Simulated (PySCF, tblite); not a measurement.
# C7H13B: geometry, infrared bands and NMR shifts

What infrared bands and NMR shifts should C7H13B (`C=C1C[C@H]1BCCC`) show?

The runs use tblite 0.8.0 and PySCF 2.14.0, with density-fitted response routines of our own; the level of theory stands in each step. All values are computed, except where a source is named. Atoms count from 0, in the outputs and in this text.

### Step 1. The molecule as given

21 atoms, charge 0, multiplicity 1; geometry from: force field or distance geometry start.

Bonds of the start (Å): C0–C1 1.32, C1–C2 1.48, C2–C3 1.49, C3–B4 1.57, B4–C5 1.59, C5–C6 1.52, C6–C7 1.51, C3–C1 1.50, C0–H8 1.08, C0–H9 1.08, C2–H10 1.12, C2–H11 1.11, C3–H12 1.11, B4–H13 1.18, C5–H14 1.14, C5–H15 1.11, C6–H16 1.11, C6–H17 1.10, C7–H18 1.10, C7–H19 1.10, C7–H20 1.12.

### Step 2. Optimising the geometry with GFN2-xTB

The job: settings as JSON, then the geometry in Å.

```
{"job": {"kind": "relax", "xc": "GFN2-xTB", "basis": "xTB"}, "charge": 0, "multiplicity": 1}
C     -3.130200     1.604600     0.182400
C     -2.690000     0.362600     0.160100
C     -2.747300    -1.061700    -0.237500
C     -1.627900    -0.590600     0.631000
B     -0.264500    -0.371700    -0.120200
C      1.076100     0.047000     0.614900
C      2.186800    -0.223000    -0.379500
C      3.556100     0.115700     0.159100
H     -4.034800     1.847400    -0.361700
H     -2.595600     2.354900     0.749000
H     -3.515200    -1.729200     0.241000
H     -2.474100    -1.297100    -1.292300
H     -1.635500    -0.800700     1.719300
H     -0.238100    -0.460400    -1.299600
H      1.038300     1.156200     0.868600
H      1.215000    -0.456200     1.598900
H      2.163900    -1.313100    -0.587500
H      1.930600     0.327700    -1.299100
H      4.280000    -0.066100    -0.654400
H      3.679300     1.163200     0.481000
H      3.818300    -0.592600     0.980800
```

On the command line:

```sh
> OMP_NUM_THREADS=1 python probes_run.py task.json out
```

The driver reads the jobs from task.json and runs them one after another.

**Question.** This job is followed by: GFN2-xTB harmonic vibrations, gas phase; GIAO PBE0/pcSseg-1 NMR shielding, non-relativistic, gas phase. Predict these results of the whole session: strongest single infrared mode (GFN2-xTB); zero-point energy (GFN2-xTB); ¹³C shifts against TMS (PBE0/pcSseg-1); ¹H shifts against TMS (PBE0/pcSseg-1, means over atoms taken as alike); ¹¹B shifts against BF3·OEt2 (PBE0/pcSseg-1); surface potential, 1st and 99th percentile.

As calculated:

```
                                                              quantity                                                                 value
                             strongest single infrared mode (GFN2-xTB)                                                 1305 cm⁻¹, 136 km/mol
                                          zero-point energy (GFN2-xTB)                                                        112.5 kcal/mol
                                ¹³C shifts against TMS (PBE0/pcSseg-1)                        144.3, 108.2, 37.9, 25.8, 24.9, 20.3, 16.6 ppm
¹H shifts against TMS (PBE0/pcSseg-1, means over atoms taken as alike)  6.75, 5.79, 5.63, 1.75, 1.70, 1.70, 1.65, 1.62, 1.56, 1.17, 1.06 ppm
                           ¹¹B shifts against BF3·OEt2 (PBE0/pcSseg-1)                                                              85.0 ppm
                                 surface potential, 1st and 99th percentile                                                    -0.63 V and 0.80 V
```

In words: Over 126 steps the energy fell by 0.444 eV; of the close pairs, C2–C3 changed most, 1.493 to 1.542 Å. No mode is imaginary among the 57: a minimum at this level. The strongest single mode, at 1305 cm⁻¹, has its largest shares on C3, H12 and B4 (the list is cut at 3 atoms). GFN2-xTB is a fitted tight-binding method: band positions and strengths are rough. Its intensities can rank the bands wrongly. C1 (fully substituted alkene carbon) lies farthest downfield among carbon, at 144.3 ppm; as expected for a trigonal carbon in a double bond. At PBE0/pcSseg-1: Shielding is most anisotropic at C1 (span 224 ppm, paramagnetic term -223 ppm). At PBE0/pcSseg-1, counted by nearest atom on the grid, the HOMO lies on C0, C1 about 34 % each, the LUMO on B4 49 %; H13 13 %.
